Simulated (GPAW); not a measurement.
The system is HPbNO4.

```
H Pb N O
1.0
     4.12040   -0.00081   -0.01120
     0.00404    6.42722    0.05360
     0.02791    3.20707    7.74994
H Pb N O
2 2 2 8
Direct
  0.90366 0.21821 0.48851
  0.40337 0.78177 0.51142
  0.39455 0.30863 0.70725
  0.89489 0.69135 0.29266
  0.63409 0.19990 0.20730
  0.13386 0.80012 0.79275
  0.90829 0.32866 0.54369
  0.53792 0.39076 0.19497
  0.53483 0.11279 0.10602
  0.83718 0.08887 0.32672
  0.40817 0.67132 0.45624
  0.03774 0.60924 0.80520
  0.03429 0.88737 0.89397
  0.33716 0.91101 0.67330
```

The cell was built by a generator and needn't be a form met in nature.

Base run:

* Program: GPAW 26.7.0
* Functional: PBE
* Potentials or basis: GPAW PAW data sets (gpaw-data 1.2.1)
* Cutoff: 800 eV
* Basis: pw
* k mesh: 5 × 3 × 3
* Occupations: fermi-dirac, width 0.05 eV
* Spin: no spin polarisation

Its results: band gap on the k mesh 3.30 eV, indirect (least direct gap 3.37 eV); pressure -0.3 GPa; largest force 0.108 eV/Å.

Q: After a change of settings the same cell gave: band gap on the k mesh 3.68 eV, indirect (least direct gap 3.79 eV); pressure -3.5 GPa; largest force 0.642 eV/Å. Which change was it?
A. functional from PBE to LDA; potentials or basis from GPAW PAW data sets (gpaw-data 1.2.1) to the program's PAW data sets (release 1.2.1) made for this functional
B. functional from PBE to r2SCAN
C. k mesh from 5 × 3 × 3 to 7 × 5 × 4; band points from 80 to 60
D. functional from PBE to PBEsol; potentials or basis from GPAW PAW data sets (gpaw-data 1.2.1) to PAW data sets generated in the run's folder for this functional

A: B.

r2SCAN gives the wider gap, since meta-GGAs in the generalised Kohn-Sham scheme recover part of the derivative discontinuity.

Caveats: spin-orbit coupling is left out, which as a rule narrows the gap of such compounds by several tenths of an eV; the PAW data sets were made with another functional, which shifts forces and pressure a little (some runs).

Not every run made on this cell is shown here.
